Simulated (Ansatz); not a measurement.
**B₂H₆OSi: how energies converge with the basis set**

How large a basis does B₂H₆OSi need? Two functionals are run in growing sets.

Computed with Ansatz 0.2.0, Gaussian basis. Level: one geometry, several basis sets.

Plan: PBE0-D4/def2-SVP; ωB97M-V/def2-SVP; PBE0-D4/def2-QZVPP; ωB97M-V/def2-QZVPP; the functionals' def2-TZVPP values are taken from earlier runs.

### Step 1. The relaxed structure

The geometry comes from an earlier relaxation with PBE0-D4 in a triple-zeta def2 set; it is a stationary point, not always the lowest conformer.

10 atoms, charge 0, spin multiplicity 1.

Atoms are counted from 1 here; the program's logs count them from 0.

Bond lengths: B1–Si2 2.004 Å, B1–H5 1.197 Å, B1–H6 1.197 Å, Si2–B3 1.997 Å, Si2–O4 1.659 Å, Si2–H7 1.506 Å, B3–H8 1.196 Å, B3–H9 1.195 Å, O4–H10 0.958 Å. Angles: Si2–B1–H5 118.7°, Si2–B1–H6 123.8°, H5–B1–H6 117.5°, B1–Si2–B3 108.8°, B1–Si2–O4 116.4°, B1–Si2–H7 103.0°, B3–Si2–O4 111.1°, B3–Si2–H7 106.1°, O4–Si2–H7 110.7°, Si2–B3–H8 118.4°, Si2–B3–H9 123.3°, H8–B3–H9 118.3°, Si2–O4–H10 117.1°.

### Step 2. PBE0-D4 in def2-SVP

The input, in.yaml:

```yaml
crystal:
  periodic: [false, false, false]
  atoms:
    - {symbol: B, position_ang: [-1.438388, 0.882885, -0.041334]}
    - {symbol: Si, position_ang: [0.243942, -0.128271, -0.446042]}
    - {symbol: B, position_ang: [0.770759, -1.174172, 1.171641]}
    - {symbol: O, position_ang: [1.519672, 0.762724, -1.022447]}
    - {symbol: H, position_ang: [-2.385745, 0.279353, 0.371738]}
    - {symbol: H, position_ang: [-1.560228, 2.063433, -0.199881]}
    - {symbol: H, position_ang: [-0.204981, -1.139155, -1.468234]}
    - {symbol: H, position_ang: [-0.010571, -1.962751, 1.617664]}
    - {symbol: H, position_ang: [1.817940, -1.036687, 1.730399]}
    - {symbol: H, position_ang: [1.330799, 1.401641, -1.710505]}
basis:
  gaussian: {orbitals: def2-SVP}
hamiltonian: {xc: pbe0, dispersion: d4}
output: {orbitals: {seedname: orbitals}}
```

Launch:

```sh
$ ansatz run in.yaml --threads 2 --pin off --events-out ev --progress --plain --max-ram 4352MiB
```

The runs that follow: ωB97M-V in def2-SVP; PBE0-D4 in def2-QZVPP; ωB97M-V in def2-QZVPP.

Q: Predict the results of all the runs planned. Wanted: PBE0-D4: double and triple zeta above quadruple; ωB97M-V: double and triple zeta above quadruple.

The runs gave:

| quantity | value |
| --- | --- |
| PBE0-D4: double and triple zeta above quadruple | 7.56, 0.49 eV |
| ωB97M-V: double and triple zeta above quadruple | 7.77, 0.46 eV |

What this shows: For PBE0-D4 the step from double to triple zeta gains 7.07 eV and the next only 0.49 eV. Total energies overstate the basis error of differences, where much of it tends to cancel.
